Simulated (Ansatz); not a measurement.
# Ti3B6N: the cost of one run

Method: DFT PBE, scalar-relativistic, plane waves, PAW, in Ansatz 0.2.0.

19 further runs of the same task are left out: 19 set aside as unsound or not needed.

## Step 1: The starting structure

Symmetry: Cm, No. 8, monoclinic system. The conventional cell has a = 8.315 Å, b = 3.032 Å, c = 21.637 Å, α = 90.00°, β = 90.00°, γ = 90.00°. Around B (site symmetry m) lie 2 B at 1.75 Å and 4 Ti at 2.36 to 2.38 Å. Ti (site symmetry m) has 9 B at 2.38 Å as nearest neighbours. B (site symmetry m) is surrounded by 3 B at 1.75 Å and 5 Ti at 2.36 to 2.38 Å. Around B (site symmetry m) lie 3 B at 1.75 to 1.76 Å and 6 Ti at 2.34 to 2.38 Å. Ti (site symmetry m) is surrounded by 12 B at 2.28 to 2.47 Å. B (site symmetry m) has 3 B at 1.76 to 1.84 Å and 6 Ti at 2.36 to 2.39 Å as nearest neighbours. B (site symmetry m) is surrounded by 3 B at 1.70 to 1.84 Å and 5 Ti at 2.33 to 2.47 Å and 2 N at 2.45 Å. Ti (site symmetry m) has 9 B at 2.29 to 2.48 Å as nearest neighbours. Only part of the 10 independent sites is listed.

As a file:

```cif
data_structure
_symmetry_space_group_name_H-M 'Cm'
_symmetry_Int_Tables_number 8
_cell_length_a 8.3152
_cell_length_b 3.0321
_cell_length_c 21.6365
_cell_angle_alpha 90.000
_cell_angle_beta 90.000
_cell_angle_gamma 90.000
_cell_volume 545.51
loop_
_atom_site_label
_atom_site_type_symbol
_atom_site_symmetry_multiplicity
_atom_site_Wyckoff_symbol
_atom_site_fract_x
_atom_site_fract_y
_atom_site_fract_z
_atom_site_occupancy
B1 B 2 a 0.41605 0.00000 0.18487 1
Ti1 Ti 2 a 0.19929 0.50000 0.20056 1
B2 B 2 a 0.48253 0.50000 0.21624 1
B3 B 2 a 0.11550 0.00000 0.27897 1
Ti2 Ti 2 a 0.39923 0.00000 0.29371 1
B4 B 2 a 0.18394 0.50000 0.31032 1
B5 B 2 a 0.31858 0.50000 0.37801 1
Ti3 Ti 2 a 0.09778 0.00000 0.38700 1
B6 B 2 a 0.39452 0.00000 0.39916 1
N1 N 2 a 0.39452 0.00000 0.46202 1
```

This is the geometry of the first run shown, built on a cell relaxed beforehand with the same method.

## Step 2: Plan of the line

Atoms count from 1 in the order of the input.

N is moved along a line over the surface and along the normal, above a rigid substrate.

The axes are (1) position of N10 along the diagonal of the surface cell, from above B9: 8 values from 0.00 to 3.87 Å, periodic; (2) height of N10 above the plane of B9: 7 values from 1.01 to 3.65 Å.

Nothing else is relaxed. Points are written as (first, second).

## Step 3: Point (0.00 Å, 1.36 Å)

A dipole layer in the vacuum cancels the field that periodic copies would set up if the slab's two faces differ.

File input.yaml:

```yaml
crystal:
  lattice:
    - [3.032101295, 0.0, 0.0]
    - [-1.5160506475, 4.1575960387, 0.0]
    - [0.0, 0.0, 21.636501287]
  atoms:
    - { symbol: B, position: [0.4162083558, 0.8324167117, 0.1848727734] }
    - { symbol: Ti, position: [0.699450027, 0.3989000541, 0.2005550604] }
    - { symbol: B, position: [0.9826916982, 0.9653833964, 0.2162373473] }
    - { symbol: B, position: [0.1156583829, 0.2313167658, 0.2789664953] }
    - { symbol: Ti, position: [0.3994230469, 0.7987873805, 0.2937076121] }
    - { symbol: B, position: [0.6841555002, 0.3682035919, 0.3103241285] }
    - { symbol: B, position: [0.8188849641, 0.6374753617, 0.3780133493] }
    - { symbol: Ti, position: [0.0978377712, 0.1958824013, 0.3870006528] }
    - { symbol: B, position: [0.3948399341, 0.7893602615, 0.3991634864] }
    - { symbol: "N", position: [0.3948399341, 0.7893602615, 0.4620202294] }
basis:
  ecutwfc: 420
kpoints:
  mp_grid: { grid: [9, 7, 1] }
hamiltonian:
  xc: pbe
scf:
  occupations: { method: gaussian, width: 0.1 }
output:
  forces: true
  eigenvalues: true
efield:
  axis: 3
  dipole_correction: true
  ramp_width: 0.04
```

On the command line:

```console
ansatz run input.yaml --threads 1 --pin off --max-ram 3072MiB --backend cpu --events-out ev --progress --plain --runs-dir out
```

What time and memory should one allow on 1 thread of Intel Xeon Platinum 8488C (Sapphire Rapids), shared host?

About 21 s, with a peak of 0.63 GiB.
